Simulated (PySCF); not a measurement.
# B2F4 (Diboron tetrafluoride): the cost of one run

The runs use PySCF 2.14.0, with density-fitted response routines of our own; the level of theory stands in each step. All values are computed, except where a source is named. Atoms count from 0, in the outputs and in this text.

### 1 The molecule as given

6 atoms, charge 0, multiplicity 1; geometry from: GFN2-xTB. The atoms were then displaced at random by about 0.03 Å, so the start is not that level's minimum.

Bonds of the start (Å): F0–B1 1.33, B1–F2 1.35, B1–B3 1.84, B3–F4 1.28, B3–F5 1.27.

### 2 Geometry optimisation at PBE0-D3(BJ)/def2-SVP

The job: settings as JSON, then the geometry in Å.

```
{"job": {"xc": "PBE0", "basis": "def2-SVP", "d3": "d3bj", "grid": 1, "shake": 0.03, "kind": "geom"}, "charge": 0, "multiplicity": 1}
F     -1.505120    -1.085400     0.490870
B     -0.872120    -0.054320    -0.065380
F     -1.663660     0.841410    -0.702270
B      0.957540     0.052580     0.030340
F      1.657090    -0.866140    -0.523270
F      1.495650     1.019840     0.657290
```

Command:

```sh
> OMP_NUM_THREADS=1 python probes_run.py task.json out
```

The driver reads the jobs from task.json and runs them one after another.

**Question.** How long does this first job take on 1 thread of Arm Neoverse V1, shared host, and how much memory does it need?

About 21 s, with a peak of 0.33 GiB.
